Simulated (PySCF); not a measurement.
# CH4BBr: NMR shifts at several levels of theory

Aim: compute the NMR shifts of CH4BBr (`CBBr`) at several levels, and see how far they spread and what each costs.

Computed with PySCF 2.14.0, with density-fitted response routines of our own, on a single molecule in the gas phase. Atoms are numbered from 0 throughout.

## 1. The molecule as given

7 atoms, charge 0, multiplicity 1; geometry from: PBE0-D3(BJ)/def2-SVP.

Bonds of the start (Å): C0–B1 1.55, B1–Br2 1.91, C0–H3 1.10, C0–H4 1.11, C0–H5 1.10, B1–H6 1.21.

## 2. NMR shieldings: HF/pcSseg-2

The job: settings as JSON, then the geometry in Å.

```
{"job": {"kind": "nmr", "xc": "HF", "basis": "pcSseg-2", "pop": false}, "charge": 0, "multiplicity": 1}
C     -0.731763    -0.339538    -0.180590
B      0.743889     0.136077    -0.256180
Br     2.200683    -1.096822    -0.351020
H     -1.224383     0.132986     0.687493
H     -1.267948     0.056474    -1.062548
H     -0.872933    -1.427401    -0.134930
H      1.055188     1.301627    -0.268669
```

Method: GIAO HF/pcSseg-2 NMR shielding, non-relativistic, gas phase.

On the command line:

```
$ OMP_NUM_THREADS=1 python probes_run.py task.json out
```

This one command runs all jobs of the session in turn.

Log:

```text
final grid: 56984 points
cycle   1  E = -2637.3361850786  dE = -1.050e+00  |g| = 6.302e-01  |ddm| = 1.668e+00
cycle   2  E = -2637.3758791882  dE = -3.969e-02  |g| = 2.517e-01  |ddm| = 3.476e-01
cycle   3  E = -2637.3818576536  dE = -5.978e-03  |g| = 4.485e-02  |ddm| = 1.145e-01
cycle   4  E = -2637.3825375849  dE = -6.799e-04  |g| = 1.061e-02  |ddm| = 4.898e-02
cycle   5  E = -2637.3825917500  dE = -5.417e-05  |g| = 3.520e-03  |ddm| = 1.684e-02
cycle   6  E = -2637.3825955289  dE = -3.779e-06  |g| = 1.078e-03  |ddm| = 3.781e-03
cycle   7  E = -2637.3825963708  dE = -8.419e-07  |g| = 3.024e-04  |ddm| = 2.122e-03
cycle   8  E = -2637.3825964521  dE = -8.130e-08  |g| = 7.981e-05  |ddm| = 6.258e-04
cycle   9  E = -2637.3825964581  dE = -6.014e-09  |g| = 2.493e-05  |ddm| = 1.591e-04
cycle  10  E = -2637.3825964586  dE = -4.911e-10  |g| = 7.533e-06  |ddm| = 4.570e-05
converged SCF energy = -2637.3825964586

GIAO shielding tensors (ppm)
atom      isotropic    diamagn.    paramagn.     s11        s22        s33       span
  0 C      175.014     242.123     -67.109    155.239    179.540    190.264     35.024
  1 B       34.918     189.081    -154.163    -26.643     18.130    113.266    139.908
  2 Br    2282.456    3125.082    -842.625   1608.050   2499.107   2740.212   1132.161
  3 H       30.417      29.587       0.830     26.877     27.894     36.481      9.604
  4 H       30.556      29.016       1.539     26.977     28.122     36.568      9.591
  5 H       30.288      29.552       0.736     25.883     30.853     34.129      8.247
  6 H       24.706      28.798      -4.092     22.225     23.542     28.352      6.127
```

Run time: 7.2 s. Hardware: 1 thread of Arm Neoverse V1, shared host; peak memory 0.77 GiB.

The references, computed at this level on geometries of the same kind, shield at (ppm): 1H TMS 31.68, 13C TMS 191.5, 11B BF3·OEt2 114.5, 79Br HBr 2623. Their shielding less the atom's gives the shift. The references are single molecules in the gas phase. Atoms listed in one row are averaged.

```tsv
atoms	environment	σ (ppm)	δ (ppm)
C0	methyl carbon bonded to B	175.0	16.5
H6	hydrogen on a boron bonded to C, Br	24.71	6.98
H3, H4, H5	hydrogen on a methyl carbon bonded to B	30.42	1.26
B1	boron bonded to C, Br, H	34.9	79.6
Br2	bromine bonded to B	2282	341
```

## 3. Nuclear shieldings: LDA/pcSseg-2

Settings changed since step 2:

```diff
@@ -1,2 +1,2 @@
-{"job": {"kind": "nmr", "xc": "HF", "basis": "pcSseg-2", "pop": false}, "charge": 0, "multiplicity": 1}
+{"job": {"kind": "nmr", "xc": "LDA", "basis": "pcSseg-2", "pop": false}, "charge": 0, "multiplicity": 1}
 C     -0.731763    -0.339538    -0.180590
```

Method: GIAO LDA/pcSseg-2 NMR shielding, non-relativistic, gas phase.

Log:

```text
coarse grid: 27584 points
cycle   1  E = -2635.3261749511  dE = -1.211e+00  |g| = 1.283e+00  |ddm| = 1.925e+00
cycle   2  E = -2635.2275298463  dE =  9.865e-02  |g| = 1.197e+00  |ddm| = 7.613e-01
cycle   3  E = -2635.3675713811  dE = -1.400e-01  |g| = 3.916e-01  |ddm| = 7.306e-01
cycle   4  E = -2635.4030828415  dE = -3.551e-02  |g| = 1.177e-01  |ddm| = 3.629e-01
cycle   5  E = -2635.4073709530  dE = -4.288e-03  |g| = 4.324e-02  |ddm| = 1.241e-01
cycle   6  E = -2635.4078242233  dE = -4.533e-04  |g| = 5.032e-03  |ddm| = 2.840e-02
cycle   7  E = -2635.4078301689  dE = -5.946e-06  |g| = 9.578e-04  |ddm| = 3.114e-03
final grid: 56984 points
cycle   8  E = -2635.4078257557  dE =  4.140e-08  |g| = 1.356e-03  |ddm| = 2.022e-03
cycle   9  E = -2635.4078254725  dE =  2.832e-07  |g| = 2.108e-03  |ddm| = 2.300e-03
cycle  10  E = -2635.4078260130  dE = -5.405e-07  |g| = 2.243e-04  |ddm| = 1.319e-03
cycle  11  E = -2635.4078260266  dE = -1.363e-08  |g| = 7.012e-05  |ddm| = 2.048e-04
cycle  12  E = -2635.4078260282  dE = -1.563e-09  |g| = 5.921e-06  |ddm| = 5.996e-05
cycle  13  E = -2635.4078260282  dE = -1.091e-11  |g| = 1.443e-06  |ddm| = 3.965e-06
converged SCF energy = -2635.4078260282

GIAO shielding tensors (ppm)
atom      isotropic    diamagn.    paramagn.     s11        s22        s33       span
  0 C      157.334     246.453     -89.119    125.745    168.358    177.900     52.156
  1 B       -2.728     190.589    -193.317    -76.807    -29.636     98.259    175.066
  2 Br    1800.634    3123.299   -1322.665   1004.411   1824.402   2573.089   1568.678
  3 H       29.233      29.044       0.189     26.137     27.070     34.492      8.356
  4 H       29.403      28.640       0.763     26.214     27.300     34.695      8.481
  5 H       29.175      29.515      -0.340     25.602     29.745     32.177      6.575
  6 H       22.803      28.112      -5.309     19.153     22.667     26.590      7.436
```

It took 15 s on 1 thread of Arm Neoverse V1, shared host; peak memory 0.82 GiB.

Key values: δ C0 22.9, B1 93.7, Br2 786, H6 7.97, H3 1.50 ppm (means over like atoms).

## 4. Shielding tensors: PBE/pcSseg-2

Settings changed since step 3:

```diff
@@ -1,2 +1,2 @@
-{"job": {"kind": "nmr", "xc": "LDA", "basis": "pcSseg-2", "pop": false}, "charge": 0, "multiplicity": 1}
+{"job": {"kind": "nmr", "xc": "PBE", "basis": "pcSseg-2", "pop": false}, "charge": 0, "multiplicity": 1}
 C     -0.731763    -0.339538    -0.180590
```

Level: GIAO PBE/pcSseg-2 NMR shielding, non-relativistic, gas phase.

Log:

```text
coarse grid: 27584 points
cycle   1  E = -2639.0636027165  dE = -1.202e+00  |g| = 1.187e+00  |ddm| = 1.819e+00
cycle   2  E = -2638.9823898723  dE =  8.121e-02  |g| = 1.088e+00  |ddm| = 7.352e-01
cycle   3  E = -2639.1027303933  dE = -1.203e-01  |g| = 3.484e-01  |ddm| = 6.863e-01
cycle   4  E = -2639.1307711332  dE = -2.804e-02  |g| = 1.069e-01  |ddm| = 3.284e-01
cycle   5  E = -2639.1343448064  dE = -3.574e-03  |g| = 3.480e-02  |ddm| = 1.090e-01
cycle   6  E = -2639.1346428571  dE = -2.981e-04  |g| = 4.379e-03  |ddm| = 2.360e-02
cycle   7  E = -2639.1346472126  dE = -4.355e-06  |g| = 9.384e-04  |ddm| = 2.801e-03
final grid: 56984 points
cycle   8  E = -2639.1346385301  dE =  1.859e-08  |g| = 1.302e-03  |ddm| = 2.095e-03
cycle   9  E = -2639.1346383839  dE =  1.461e-07  |g| = 1.858e-03  |ddm| = 2.123e-03
cycle  10  E = -2639.1346387690  dE = -3.851e-07  |g| = 1.293e-04  |ddm| = 1.100e-03
cycle  11  E = -2639.1346387731  dE = -4.055e-09  |g| = 5.285e-05  |ddm| = 1.290e-04
cycle  12  E = -2639.1346387740  dE = -8.808e-10  |g| = 4.706e-06  |ddm| = 4.569e-05
converged SCF energy = -2639.1346387740

GIAO shielding tensors (ppm)
atom      isotropic    diamagn.    paramagn.     s11        s22        s33       span
  0 C      158.109     245.169     -87.061    131.101    166.158    177.068     45.967
  1 B        4.682     190.162    -185.480    -64.949    -20.075     99.071    164.020
  2 Br    1889.407    3124.148   -1234.740   1139.421   1945.682   2583.120   1443.699
  3 H       29.689      29.346       0.343     26.671     27.562     34.835      8.163
  4 H       29.842      28.849       0.993     26.760     27.774     34.991      8.232
  5 H       29.661      29.631       0.030     26.112     30.279     32.592      6.480
  6 H       23.386      28.589      -5.203     19.840     23.211     27.109      7.269
```

Wall time 17 s (1 thread of Arm Neoverse V1, shared host); peak memory 0.68 GiB.

Key values: δ C0 21.3, B1 88.0, Br2 677, H6 7.79, H3 1.45 ppm (means over like atoms).

## 5. NMR shieldings: BLYP/pcSseg-2

Settings changed since step 4:

```diff
@@ -1,2 +1,2 @@
-{"job": {"kind": "nmr", "xc": "PBE", "basis": "pcSseg-2", "pop": false}, "charge": 0, "multiplicity": 1}
+{"job": {"kind": "nmr", "xc": "BLYP", "basis": "pcSseg-2", "pop": false}, "charge": 0, "multiplicity": 1}
 C     -0.731763    -0.339538    -0.180590
```

With the program's defaults for keys left out, this is: GIAO BLYP/pcSseg-2 NMR shielding, non-relativistic, gas phase.

Log:

```text
coarse grid: 27584 points
cycle   1  E = -2639.5386171715  dE = -1.196e+00  |g| = 1.202e+00  |ddm| = 1.803e+00
cycle   2  E = -2639.4465023973  dE =  9.211e-02  |g| = 1.126e+00  |ddm| = 7.796e-01
cycle   3  E = -2639.5816374632  dE = -1.351e-01  |g| = 3.555e-01  |ddm| = 7.196e-01
cycle   4  E = -2639.6110584923  dE = -2.942e-02  |g| = 1.073e-01  |ddm| = 3.314e-01
cycle   5  E = -2639.6145668488  dE = -3.508e-03  |g| = 3.839e-02  |ddm| = 1.128e-01
cycle   6  E = -2639.6149287518  dE = -3.619e-04  |g| = 4.556e-03  |ddm| = 2.607e-02
cycle   7  E = -2639.6149331991  dE = -4.447e-06  |g| = 1.022e-03  |ddm| = 3.006e-03
final grid: 56984 points
cycle   8  E = -2639.6149222812  dE =  5.728e-08  |g| = 1.463e-03  |ddm| = 2.404e-03
cycle   9  E = -2639.6149220624  dE =  2.188e-07  |g| = 2.138e-03  |ddm| = 2.533e-03
cycle  10  E = -2639.6149225984  dE = -5.360e-07  |g| = 1.360e-04  |ddm| = 1.317e-03
cycle  11  E = -2639.6149226029  dE = -4.570e-09  |g| = 5.371e-05  |ddm| = 1.389e-04
cycle  12  E = -2639.6149226038  dE = -9.018e-10  |g| = 5.214e-06  |ddm| = 4.702e-05
converged SCF energy = -2639.6149226038

GIAO shielding tensors (ppm)
atom      isotropic    diamagn.    paramagn.     s11        s22        s33       span
  0 C      154.533     242.814     -88.282    129.144    160.726    173.728     44.584
  1 B        2.368     188.887    -186.519    -66.547    -21.500     95.152    161.698
  2 Br    1882.079    3124.228   -1242.149   1129.410   1967.426   2549.402   1419.992
  3 H       29.921      29.488       0.433     27.009     27.893     34.862      7.853
  4 H       30.065      29.084       0.980     27.103     28.099     34.991      7.888
  5 H       29.919      29.889       0.030     26.475     30.609     32.674      6.200
  6 H       23.728      28.794      -5.066     20.110     23.531     27.544      7.435
```

Wall time 17 s (1 thread of Arm Neoverse V1, shared host); peak memory 0.68 GiB.

In short: δ C0 20.5, B1 88.8, Br2 647, H6 7.65, H3 1.41 ppm (means over like atoms).

## 6. Shielding tensors: BP86/pcSseg-2

Settings changed since step 5:

```diff
@@ -1,2 +1,2 @@
-{"job": {"kind": "nmr", "xc": "BLYP", "basis": "pcSseg-2", "pop": false}, "charge": 0, "multiplicity": 1}
+{"job": {"kind": "nmr", "xc": "BP86", "basis": "pcSseg-2", "pop": false}, "charge": 0, "multiplicity": 1}
 C     -0.731763    -0.339538    -0.180590
```

With the program's defaults for keys left out, this is: GIAO BP86/pcSseg-2 NMR shielding, non-relativistic, gas phase.

Log:

```text
coarse grid: 27584 points
cycle   1  E = -2639.8281808980  dE = -1.199e+00  |g| = 1.176e+00  |ddm| = 1.806e+00
cycle   2  E = -2639.7544590167  dE =  7.372e-02  |g| = 1.066e+00  |ddm| = 7.005e-01
cycle   3  E = -2639.8687005290  dE = -1.142e-01  |g| = 3.349e-01  |ddm| = 6.486e-01
cycle   4  E = -2639.8940051674  dE = -2.530e-02  |g| = 1.045e-01  |ddm| = 3.127e-01
cycle   5  E = -2639.8974427624  dE = -3.438e-03  |g| = 3.318e-02  |ddm| = 1.052e-01
cycle   6  E = -2639.8977131840  dE = -2.704e-04  |g| = 3.851e-03  |ddm| = 2.231e-02
cycle   7  E = -2639.8977165236  dE = -3.340e-06  |g| = 9.416e-04  |ddm| = 2.545e-03
final grid: 56984 points
cycle   8  E = -2639.8977168235  dE =  4.500e-08  |g| = 1.301e-03  |ddm| = 2.058e-03
cycle   9  E = -2639.8977166983  dE =  1.252e-07  |g| = 1.842e-03  |ddm| = 2.015e-03
cycle  10  E = -2639.8977170528  dE = -3.545e-07  |g| = 1.164e-04  |ddm| = 1.036e-03
cycle  11  E = -2639.8977170560  dE = -3.246e-09  |g| = 4.717e-05  |ddm| = 1.146e-04
cycle  12  E = -2639.8977170567  dE = -6.912e-10  |g| = 4.627e-06  |ddm| = 4.028e-05
converged SCF energy = -2639.8977170567

GIAO shielding tensors (ppm)
atom      isotropic    diamagn.    paramagn.     s11        s22        s33       span
  0 C      158.161     245.161     -87.000    131.695    166.111    176.677     44.982
  1 B        6.387     190.436    -184.050    -62.207    -17.575     98.942    161.149
  2 Br    1896.960    3124.242   -1227.282   1146.204   1959.169   2585.508   1439.304
  3 H       29.759      29.445       0.314     26.752     27.637     34.889      8.137
  4 H       29.909      28.954       0.956     26.840     27.847     35.041      8.201
  5 H       29.729      29.760      -0.031     26.165     30.365     32.656      6.491
  6 H       23.494      28.661      -5.167     19.990     23.292     27.199      7.209
```

Wall time 17 s (1 thread of Arm Neoverse V1, shared host); peak memory 0.68 GiB.

Key values: δ C0 21.0, B1 87.0, Br2 659, H6 7.74, H3 1.43 ppm (means over like atoms).

(Part 1 of 2 ends here.)
